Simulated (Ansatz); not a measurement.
# ZnH2O2 + AsH3: a complex and its separated parts

Aim: how far the complex at one end of a reaction step lies below its separated, relaxed parts, level by level.

The runs use Ansatz 0.2.0, Gaussian basis; PBE0-D4/def2-TZVP structures, single points in def2-TZVPP, no counterpoise correction.

Levels: SPW92, PBE-D4, BLYP-D4, r2SCAN-D4, B97M-V, PBE0-D4, B3LYP-D4, r2SCAN0-D4, BHLYP-D4, CAM-B3LYP-D4, wB97X-V, wB97M-V, B2PLYP, PBE-QIDH, RPA on PBE, Hartree-Fock, MP2, CCSD, CCSD(T).

Correlated methods freeze the cores. The 3s and 3p shells of Cu and Zn are frozen; filled d shells are correlated. B3LYP uses VWN-RPA correlation. B2PLYP carries no dispersion term here.

94 further runs of the same task are left out: 94 set aside as unsound or not needed. Runs told in other sessions of the task aren't counted.

**1. Where the work starts**

The complex: 9 atoms, charge 0, spin multiplicity 1.

Atoms are counted from 1 here; the program's logs count them from 0.

Bond lengths: Zn1–O2 1.796 Å, Zn1–O3 1.798 Å, Zn1–As5 2.736 Å, O2–H6 0.958 Å, O3–H7 0.958 Å, H4–As5 1.510 Å, As5–H8 1.511 Å, As5–H9 1.511 Å. Angles: O2–Zn1–O3 169.9°, O2–Zn1–As5 97.4°, O3–Zn1–As5 92.7°, Zn1–O2–H6 115.2°, Zn1–O3–H7 115.6°, Zn1–As5–H4 124.2°, Zn1–As5–H8 119.3°, Zn1–As5–H9 119.3°, H4–As5–H8 96.1°, H4–As5–H9 96.1°, H8–As5–H9 95.5°.

Geometry (Å):

```
Zn   -0.0969   -1.1491    0.3500
O     0.8387   -1.0501    1.8794
O    -1.0699   -1.5545   -1.1065
H     0.8929    2.5153    0.4157
As    0.1566    1.4722   -0.3911
H     0.9113   -1.8720    2.3669
H    -1.3510   -2.4680   -1.1752
H    -1.0859    2.2987   -0.6253
H     0.8044    1.8075   -1.7139
```

Its parts: ZnH2O2 holds atoms 1, 2, 3, 6, 7; AsH3 holds atoms 4, 5, 8, 9. Each part counts its atoms afresh in its own runs.

**2. Relaxing ZnH2O2 alone**

relax-a/in.yaml reads:

```yaml
crystal:
  periodic: [false, false, false]
  atoms:
    - {symbol: Zn, position_ang: [-0.096931, -1.149142, 0.349974]}
    - {symbol: O, position_ang: [0.838679, -1.050133, 1.879366]}
    - {symbol: O, position_ang: [-1.069901, -1.554484, -1.106457]}
    - {symbol: H, position_ang: [0.911250, -1.872001, 2.366895]}
    - {symbol: H, position_ang: [-1.350957, -2.468012, -1.175155]}
basis:
  gaussian: {orbitals: def2-TZVP}
hamiltonian: {xc: pbe0, dispersion: d4}
relax: {f_tol: 0.005, max_steps: 200}
```

Run with:

```
$ ansatz run in.yaml --threads 8 --pin off --events-out ev --progress --plain --max-ram 19148MiB
```

Further steps of the session: Relaxing AsH3 alone; SPW92/def2-TZVPP; PBE-D4/def2-TZVPP; BLYP-D4/def2-TZVPP; r2SCAN-D4/def2-TZVPP; B97M-V/def2-TZVPP; PBE0-D4/def2-TZVPP; B3LYP-D4/def2-TZVPP; r2SCAN0-D4/def2-TZVPP; BHLYP-D4/def2-TZVPP; CAM-B3LYP-D4/def2-TZVPP; wB97X-V/def2-TZVPP; wB97M-V/def2-TZVPP; B2PLYP/def2-TZVPP; PBE-QIDH/def2-TZVPP; RPA on PBE/def2-TZVPP; CCSD(T)/def2-TZVPP; Vibrations of ZnH2O2; Vibrations of AsH3.

Before running it: what results should come out? Wanted: complex less parts, CCSD(T)/def2-TZVPP; with zero-point energy; largest T1 diagnostic.

As calculated:

```
                              quantity         value
complex less parts, CCSD(T)/def2-TZVPP  -28.2 kJ/mol
                with zero-point energy  -22.7 kJ/mol
                 largest T1 diagnostic         0.018
```

In words: At CCSD(T) the complex lies 28.2 kJ/mol below its parts. The functionals run from B97M-V, off by +0.4 kJ/mol, to SPW92, off by -14.8 kJ/mol, against CCSD(T). By rung, the mean size of the error is: LDA 14.8, GGA 2.5, meta-GGA 2.5, hybrid 4.8, range-separated hybrid 2.7, double hybrid 4.4 kJ/mol. The double hybrids carry no dispersion term here, unlike the levels marked D4 or V. PBE-D4 gives a relative energy 1.9 kJ/mol too low, inside chemical accuracy (1 kcal/mol, 4.2 kJ/mol). No counterpoise was applied, and triple zeta lacks some correlation, so the CCSD(T) reference has a basis error of its own, and close matches with it are partly luck.
